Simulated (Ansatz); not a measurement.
# C₈H₁₄O₂: how energies converge with the basis set

The task here is to estimate one member of a computed series from the others.

Method: one geometry, several basis sets; program: Ansatz 0.2.0, Gaussian basis.

Levels to be run: PBE0-D4/def2-SVP; ωB97M-V/def2-SVP; PBE0-D4/def2-QZVPP; ωB97M-V/def2-QZVPP; the functionals' def2-TZVPP values are taken from earlier runs.

**Structure used throughout**

The geometry comes from an earlier relaxation with PBE0-D4 in a triple-zeta def2 set; it is a stationary point, not always the lowest conformer.

SMILES `CC(=O)C(C(C)=O)C(C)C`, 24 atoms, charge 0, spin multiplicity 1.

Atoms are counted from 1 here; the program's logs count them from 0.

Bond lengths: C1–C2 1.503 Å, C1–H11 1.088 Å, C1–H12 1.093 Å, C1–H13 1.095 Å, C2–O3 1.202 Å, C2–C4 1.532 Å, C4–C5 1.531 Å, C4–C8 1.532 Å, C4–H14 1.096 Å, C5–C6 1.503 Å, C5–O7 1.202 Å, C6–H15 1.095 Å, C6–H16 1.093 Å, C6–H17 1.088 Å, C8–C9 1.522 Å, C8–C10 1.522 Å, C8–H18 1.093 Å, C9–H19 1.091 Å and more. Angles: C2–C1–H11 110.3°, C2–C1–H12 110.9°, C2–C1–H13 109.1°, H11–C1–H12 110.1°, H11–C1–H13 109.7°, H12–C1–H13 106.7°, C1–C2–O3 122.3°, C1–C2–C4 116.6°, O3–C2–C4 121.1°, C2–C4–C5 106.8°, C2–C4–C8 111.4°, C2–C4–H14 108.4°, C5–C4–C8 111.5°, C5–C4–H14 108.4°, C8–C4–H14 110.2°, C4–C5–C6 116.6°, C4–C5–O7 121.1°, C6–C5–O7 122.3° and more.

The first run:

File in.yaml:

```yaml
crystal:
  periodic: [false, false, false]
  atoms:
    - {symbol: C, position_ang: [1.169808, -0.241015, 2.405202]}
    - {symbol: C, position_ang: [1.323365, -0.267858, 0.910786]}
    - {symbol: O, position_ang: [2.353758, -0.580312, 0.376460]}
    - {symbol: C, position_ang: [0.090624, 0.116780, 0.087020]}
    - {symbol: C, position_ang: [0.290703, 1.567788, -0.359771]}
    - {symbol: C, position_ang: [-0.417916, 2.622576, 0.442168]}
    - {symbol: O, position_ang: [0.977370, 1.836277, -1.309103]}
    - {symbol: C, position_ang: [-0.095181, -0.819045, -1.111591]}
    - {symbol: C, position_ang: [-1.297261, -0.400572, -1.945561]}
    - {symbol: C, position_ang: [-0.241797, -2.263378, -0.655345]}
    - {symbol: H, position_ang: [2.127882, -0.429289, 2.886100]}
    - {symbol: H, position_ang: [0.763796, 0.717554, 2.739234]}
    - {symbol: H, position_ang: [0.449276, -1.008554, 2.704923]}
    - {symbol: H, position_ang: [-0.788545, 0.074153, 0.740055]}
    - {symbol: H, position_ang: [-1.498495, 2.502827, 0.314916]}
    - {symbol: H, position_ang: [-0.213051, 2.506486, 1.509746]}
    - {symbol: H, position_ang: [-0.117603, 3.614328, 0.109226]}
    - {symbol: H, position_ang: [0.811173, -0.723414, -1.715091]}
    - {symbol: H, position_ang: [-1.189320, 0.612104, -2.337975]}
    - {symbol: H, position_ang: [-1.421175, -1.072078, -2.798252]}
    - {symbol: H, position_ang: [-2.219312, -0.447599, -1.356028]}
    - {symbol: H, position_ang: [0.636141, -2.609826, -0.107148]}
    - {symbol: H, position_ang: [-1.121308, -2.384988, -0.013770]}
    - {symbol: H, position_ang: [-0.372920, -2.922944, -1.516222]}
basis:
  gaussian: {orbitals: def2-SVP}
hamiltonian: {xc: pbe0, dispersion: d4}
output: {orbitals: {seedname: orbitals}}
```

Command:

```bash
ansatz run in.yaml --threads 4 --pin off --events-out ev --progress --plain --max-ram 63488MiB --backend cpu
```

Steps of the session up to this table: PBE0-D4 in def2-SVP; ωB97M-V in def2-SVP; PBE0-D4 in def2-QZVPP; ωB97M-V in def2-QZVPP.

One of the session's tables, all rows but one given; the rest of the session is left out.

It belongs to the step «Density functionals: the series». 

```
functional       basis  HOMO (eV)
   PBE0-D4    def2-SVP      -7.05
   PBE0-D4  def2-TZVPP          ?
   PBE0-D4  def2-QZVPP      -7.16
   ωB97M-V    def2-SVP      -9.40
   ωB97M-V  def2-TZVPP      -9.51
   ωB97M-V  def2-QZVPP      -9.53
```

**Question.** Estimate the row for PBE0-D4, def2-TZVPP.

As computed: HOMO (eV): -7.14. In the column «HOMO (eV)» it lies between PBE0-D4, def2-QZVPP (-7.16) and PBE0-D4, def2-SVP (-7.05).
